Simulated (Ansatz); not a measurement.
**GeN (quartet): B3LYP, wB97M-V, B2PLYP, RPA-PBE over a scan of the distance Ge1–N2, cc-pVDZ**

How well do these functionals follow the top wave-function level for GeN (quartet) over a scan of the distance Ge1–N2?

Computed with Ansatz 0.2.0, Gaussian basis. Level: cc-pVDZ, all electrons in the functionals, frozen cores in the correlation of double hybrids and RPA.

To be run: B3LYP, wB97M-V, B2PLYP, RPA-PBE, at 1.830 Å; 2.003 Å; 2.169 Å; 2.721 Å; 3.693 Å; 5.308 Å.

2 further runs of the same task are left out: 1 for a known fault of the program, 1 that didn't finish. Runs told in other sessions of the task aren't counted.

### 1 The geometry

The geometry derives from a PBE0/def2-TZVP stationary point (not a proven minimum). One bond is set to the value named and the two fragments are kept rigid. No spin-orbit coupling is included. The filled d shell of Ge may be among the frozen orbitals whatever the setting's name suggests.

2 atoms, charge 0, spin multiplicity 4.

Atoms are counted from 1 here; the program's logs count them from 0.

Bond lengths: Ge1–N2 2.003 Å.

No dispersion term is added; wB97M-V holds VV10 nonlocal correlation. B3LYP takes the VWN-RPA correlation.

The geometry shown and the zero of energy belong to the point 2.003 Å. The yardstick, FCI, and other wave-function levels (R restricted, U unrestricted, valence and pair active spaces) come from earlier runs.

### 2 B3LYP, 1.830 Å

Contents of in.yaml:

```yaml
crystal:
  periodic: [false, false, false]
  atoms:
    - {symbol: Ge, position_ang: [0.000000, 0.000000, 0.000000]}
    - {symbol: N, position_ang: [0.000000, 0.000000, 1.830000]}
basis:
  gaussian: {orbitals: cc-pVDZ}
magnetization: {spin_polarized: true, initial_magnetization: 3}
hamiltonian: {xc: {name: B3LYP}}
```

Command:

```bash
> ansatz run in.yaml --threads 1 --pin off --events-out ev --progress --plain --max-ram 2880MiB --backend cpu
```

After this run come: B3LYP, 2.003 Å; B3LYP, 2.169 Å; B3LYP, 2.721 Å; B3LYP, 3.693 Å; B3LYP, 5.308 Å; wB97M-V, 1.830 Å; wB97M-V, 2.003 Å; wB97M-V, 2.169 Å; wB97M-V, 2.721 Å; wB97M-V, 3.693 Å; wB97M-V, 5.308 Å; B2PLYP, 1.830 Å; B2PLYP, 2.003 Å; B2PLYP, 2.169 Å; B2PLYP, 2.721 Å; B2PLYP, 3.693 Å; B2PLYP, 5.308 Å; RPA-PBE, 1.830 Å; RPA-PBE, 2.003 Å; RPA-PBE, 2.169 Å; RPA-PBE, 2.721 Å; RPA-PBE, 3.693 Å; RPA-PBE, 5.308 Å.

Before running them: what should the planned runs give, taken together? Wanted: span of the FCI curve; largest miss, B3LYP; largest miss, wB97M-V; largest miss, B2PLYP; largest miss, RPA-PBE.

**Answer**, as computed:

| quantity | value |
| --- | --- |
| span of the FCI curve | 84.1 kJ/mol |
| largest miss, B3LYP | +95.8 kJ/mol (5.308 Å) |
| largest miss, wB97M-V | +85.6 kJ/mol (5.308 Å) |
| largest miss, B2PLYP | +72.9 kJ/mol (5.308 Å) |
| largest miss, RPA-PBE | +52.8 kJ/mol (3.693 Å) |

**Reading.** Of the functionals, RPA-PBE keep the smallest largest miss at the points compared (at most 52.8 kJ/mol) and B3LYP strays most (95.8 kJ/mol, at 5.308 Å). B3LYP, wB97M-V, B2PLYP, RPA-PBE clearly break the spin symmetry at some points (⟨S²⟩ up to 1.01 above the pure value), so energy there is bought with a mixed spin. Functionals and the yardstick converge differently with the basis, so part of each miss in cc-pVDZ is the basis.
